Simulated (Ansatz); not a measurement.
# GeH₃ (doublet): wave-function methods side by side, cc-pVTZ

Aim: climb from Hartree-Fock through coupled cluster and multireference methods for GeH₃ (doublet) at one geometry and basis, and see what each rung misses.

Method: cc-pVTZ, core rule «outside noble gas», up to 14 orbitals frozen; program: Ansatz 0.2.0, Gaussian basis.

The runs, in order: UHF; CCSD(T) on ROHF; CCSD(T) on UHF; BCCD(T) on ROHF; CCSDT(Q) on ROHF; CCSDT(Q) on UHF; CASSCF and MRCISD+Q, 7 electrons in 7 orbitals; CASSCF and NEVPT2, 7 electrons in 7 orbitals.

26 further runs of the same task are left out: 1 for a mislabelled method, 2 for a known fault of the program, 6 that didn't finish, 17 set aside as unsound or not needed.

## 1. The geometry

The geometry is a PBE0/def2-TZVP stationary point (not a proven minimum). No spin-orbit coupling is included. The filled d shell of Ge may be among the frozen orbitals whatever the setting's name suggests; the logs give the count.

4 atoms, charge 0, spin multiplicity 2.

Atoms are counted from 1 here; the program's logs count them from 0.

Bond lengths: Ge1–H2 1.539 Å, Ge1–H3 1.539 Å, Ge1–H4 1.539 Å. Angles: H2–Ge1–H3 111.2°, H2–Ge1–H4 111.2°, H3–Ge1–H4 111.2°.

## 2. UHF

Input file in.yaml:

```yaml
crystal:
  periodic: [false, false, false]
  atoms:
    - {symbol: Ge, position_ang: [0.000034, -0.000003, -0.018730]}
    - {symbol: H, position_ang: [1.465006, 0.016889, 0.452573]}
    - {symbol: H, position_ang: [-0.748285, 1.261093, 0.448403]}
    - {symbol: H, position_ang: [-0.719150, -1.277779, 0.448837]}
basis:
  gaussian: {orbitals: cc-pVTZ}
magnetization: {spin_polarized: true, initial_magnetization: 1}
hamiltonian: {xc: hf}
output: {orbitals: {seedname: orbitals}}
```

Launch:

```
$ ansatz run in.yaml --threads 1 --pin off --events-out ev --progress --plain --max-ram 2393MiB
```

The runs that follow: CCSD(T) on ROHF; CCSD(T) on UHF; BCCD(T) on ROHF; CCSDT(Q) on ROHF; CCSDT(Q) on UHF; CASSCF and MRCISD+Q, 7 electrons in 7 orbitals; CASSCF and NEVPT2, 7 electrons in 7 orbitals.

**Question.** What will the summary of the whole plan be? Wanted: UCCSDT(Q) below the RHF energy; RMP2 from UCCSDT(Q); UMP2 from UCCSDT(Q); RCCSD from UCCSDT(Q); RCCSD(T) from UCCSDT(Q); UCCSD(T) from UCCSDT(Q); RCCSDT(Q) from UCCSDT(Q); NEVPT2 valence from UCCSDT(Q); MRCISD+Q valence from UCCSDT(Q).

**Answer**, as computed:

| quantity | value |
| --- | --- |
| UCCSDT(Q) below the RHF energy | -3.8895 eV |
| RMP2 from UCCSDT(Q) | +76.4 kJ/mol |
| UMP2 from UCCSDT(Q) | +75.6 kJ/mol |
| RCCSD from UCCSDT(Q) | +11.1 kJ/mol |
| RCCSD(T) from UCCSDT(Q) | +2.5 kJ/mol |
| UCCSD(T) from UCCSDT(Q) | +2.0 kJ/mol |
| RCCSDT(Q) from UCCSDT(Q) | +0.5 kJ/mol |
| NEVPT2 valence from UCCSDT(Q) | +73.0 kJ/mol |
| MRCISD+Q valence from UCCSDT(Q) | +1.8 kJ/mol |
| levels within 1 kcal/mol (43 meV) | RCCSD(T), UCCSD(T), BCCD(T), RCCSDT, UCCSDT, RCCSDT(Q), MRCISD+Q valence |
| T1 diagnostic | 0.017 |
| effectively unpaired electrons | 1.01 |

In words: RCCSD(T) lands +2.5 kJ/mol from the yardstick (0.7 % of the correlation energy). One determinant dominates. Of the multireference levels listed MRCISD+Q valence comes nearest in total energy (+1.8 kJ/mol), which doesn't show that its space is the better one. These misses are within one basis, not against nature; the frozen cores of restricted and unrestricted runs differ, which can shift their rows.
